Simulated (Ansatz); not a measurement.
# SiW: the cost of one run

The runs use Ansatz 0.2.0, Gaussian basis; def2-QZVPP, core rule «outside noble gas», up to 9 orbitals frozen.

To be run: UHF; ROHF; CCSD(T) on UHF.

## (1) The system

The geometry is a PBE0/def2-TZVP stationary point (not a proven minimum). No spin-orbit coupling is included. Elements past krypton take def2 core potentials.

2 atoms, charge 0, spin multiplicity 5.

Atoms are counted from 1 here; the program's logs count them from 0.

Bond lengths: W1–Si2 2.328 Å.

## (2) UHF

Input file in.yaml:

```yaml
crystal:
  periodic: [false, false, false]
  atoms:
    - {symbol: W, position_ang: [0.000000, 0.000000, 0.000000]}
    - {symbol: Si, position_ang: [0.000000, 0.000000, 2.328000]}
basis:
  gaussian: {orbitals: "def2-QZVPP.json"}
magnetization: {spin_polarized: true, initial_magnetization: 4}
hamiltonian: {xc: hf}
output: {orbitals: {seedname: orbitals}}
```

The run is started by

```bash
ansatz run in.yaml --threads 1 --pin off --events-out ev --progress --plain --max-ram 4096MiB --backend cpu
```

What time and memory should one allow on 1 thread of AMD EPYC 7R13, shared host?

About 47 s, with a peak of 0.39 GiB.
